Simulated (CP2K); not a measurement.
Runs of CP2K 2026.2 on AgRh. It takes space group P-6m2 (No. 187, hexagonal). The conventional cell has a = 2.778 Å, b = 2.778 Å, c = 4.809 Å, α = 90.00°, β = 90.00°, γ = 120.00°. Ag (site symmetry -6m2) is surrounded by 6 Ag at 2.78 Å and 6 Rh at 2.89 Å. Rh (site symmetry -6m2) has 6 Rh at 2.78 Å and 6 Ag at 2.89 Å as nearest neighbours. The cell comes from a database or a generator and needn't be the stable form of this composition.

```csv
task,level,potentials or basis,cell,smearing,EPS_DEFAULT,NGRIDS,points a segment of the path (NPOINTS),bands added on the path,CUTOFF of the grids,gap on the mesh (eV),pressure (GPa)
band structure,PBEsol,"POTENTIAL_UZH Ag GTH-PBE-q11, Rh GTH-PBE-q17; TZVP-MOLOPT-PBE-GTH basis",as given,fermi-dirac 0.01 eV,1.0E-9,5,6,6,450 Ry,none,-9.7
single point,PBE,"POTENTIAL_UZH Ag GTH-PBE-q11, Rh GTH-PBE-q17; TZVP-MOLOPT-PBE-GTH basis","atoms moved at random, drawn with an rms of 0.05 Å",fermi-dirac 0.05 eV,1.0E-10,5,-,-,450 Ry,none,-1.4
band structure,LDA,"GTH_POTENTIALS Ag GTH-PADE-q11, Rh GTH-PADE-q17; TZVP-MOLOPT-PBE-GTH basis",as given,fermi-dirac 0.0259 eV,1.0E-9,4,10,6,450 Ry,none,-16.3
band structure,r2SCAN,"POTENTIAL_UZH Ag GTH-SCAN-q11, Rh GTH-SCAN-q17; TZVP-MOLOPT-SCAN-GTH basis",as given,fermi-dirac 0.05 eV,1.0E-10,4,10,4,675 Ry,none,(a)
```

Alike in all rows: no spin polarisation; k mesh 11 × 11 × 6.

Q: Fill in the values left out.

A: (a) -2.5.

Caveats: the basis of atomic orbitals isn't converged, which shifts pressures, moduli and gaps; the potentials were made for another functional, which shifts forces and pressure (some runs); so large a pressure means that the cell lies far from this level's equilibrium, or that cutoff or potentials fall short (some runs).

A k mesh can miss the band edges, and the runs leave out spin-orbit coupling on Ag, Rh.

A gap of «none» marks a metal or a gap under the smearing width.
